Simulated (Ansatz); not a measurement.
# BeBH (singlet): wave-function methods side by side at distance B1–H3 = 2.635 Å, cc-pVDZ

Aim: climb from Hartree-Fock through coupled cluster and multireference methods for BeBH (singlet) at one geometry and basis, and see what each rung misses.

Program: Ansatz 0.2.0, Gaussian basis. Level of theory: cc-pVDZ, core rule «outside noble gas», up to 2 orbitals frozen. These are calculated values, not measurements.

To be run: UHF; CCSD(T) on RHF; CCSD(T) on UHF; BCCD(T) on RHF; CISD; CCSDT(Q) on RHF; CCSDT(Q) on UHF; CASSCF and MRCISD+Q, 2 electrons in 2 orbitals; CASSCF and NEVPT2, 2 electrons in 2 orbitals; CASSCF and MRCISD+Q, 6 electrons in 9 orbitals; CASSCF and NEVPT2, 6 electrons in 9 orbitals; Full CI.

19 further runs of the same task are left out: 14 that didn't finish, 5 set aside as unsound or not needed. Runs told in other sessions of the task aren't counted.

## 1. The system

The geometry derives from a PBE0/def2-TZVP stationary point (not a proven minimum). One bond is set to the value named and the two fragments are kept rigid.

3 atoms, charge 0, spin multiplicity 1.

Atoms are counted from 1 here; the program's logs count them from 0.

Bond lengths: B1–Be2 1.916 Å.

## 2. UHF

Input file in.yaml:

```yaml
crystal:
  periodic: [false, false, false]
  atoms:
    - {symbol: B, position_ang: [0.000000, -0.222533, 0.741913]}
    - {symbol: Be, position_ang: [0.000000, 0.059056, -1.153700]}
    - {symbol: H, position_ang: [0.000000, 1.858828, 2.357821]}
basis:
  gaussian: {orbitals: cc-pVDZ}
magnetization: {spin_polarized: true, initial_magnetization: 0}
hamiltonian: {xc: hf}
output: {orbitals: {seedname: orbitals}}
```

The run is started by

```console
ansatz run in.yaml --threads 1 --pin off --events-out ev --progress --plain --max-ram 2393MiB
```

Further steps of the session: CCSD(T) on RHF; CCSD(T) on UHF; BCCD(T) on RHF; CISD; CCSDT(Q) on RHF; CCSDT(Q) on UHF; CASSCF and MRCISD+Q, 2 electrons in 2 orbitals; CASSCF and NEVPT2, 2 electrons in 2 orbitals; CASSCF and MRCISD+Q, 6 electrons in 9 orbitals; CASSCF and NEVPT2, 6 electrons in 9 orbitals; Full CI.

Q: Predict the results of all the runs planned. Wanted: FCI from the RHF energy; RMP2 from FCI; UMP2 from FCI; RCCSD from FCI; RCCSD(T) from FCI; UCCSD(T) from FCI; RCCSDT(Q) from FCI; UCCSDT(Q) from FCI; NEVPT2 pair from FCI.

**Answer**, as computed:

| quantity | value |
| --- | --- |
| FCI from the RHF energy | -5.7235 eV |
| RMP2 from FCI | +2183.6 meV |
| UMP2 from FCI | +1308.3 meV |
| RCCSD from FCI | +527.8 meV |
| RCCSD(T) from FCI | +49.1 meV |
| UCCSD(T) from FCI | +275.8 meV |
| RCCSDT(Q) from FCI | -15.2 meV |
| UCCSDT(Q) from FCI | +48.5 meV |
| NEVPT2 pair from FCI | +1358.5 meV |
| MRCISD+Q pair from FCI | -228.8 meV |
| NEVPT2 valence from FCI | +314.8 meV |
| levels within 1 kcal/mol (43 meV) | RCCSDT, RCCSDT(Q), MRCISD+Q valence |
| T1 diagnostic | 0.080 |
| effectively unpaired electrons | 1.60 |

**Reading.** RCCSD(T) lands +49.1 meV from the yardstick (0.9 % of the correlation energy). CCSD(T) misses by +49.1 meV on the restricted determinant and by +275.8 meV on the unrestricted one; the two need not hold the same state or core. RCCSDT(Q), MRCISD+Q pair fall below full CI, which methods that aren't variational can do. The occupations show strong static correlation (1.6 unpaired electrons where one determinant has 0). Coupled cluster on one determinant still stays close here. Of the multireference levels listed MRCISD+Q valence comes nearest in total energy (+12.8 meV), which doesn't show that its space is the better one. These misses are within one basis, not against nature.
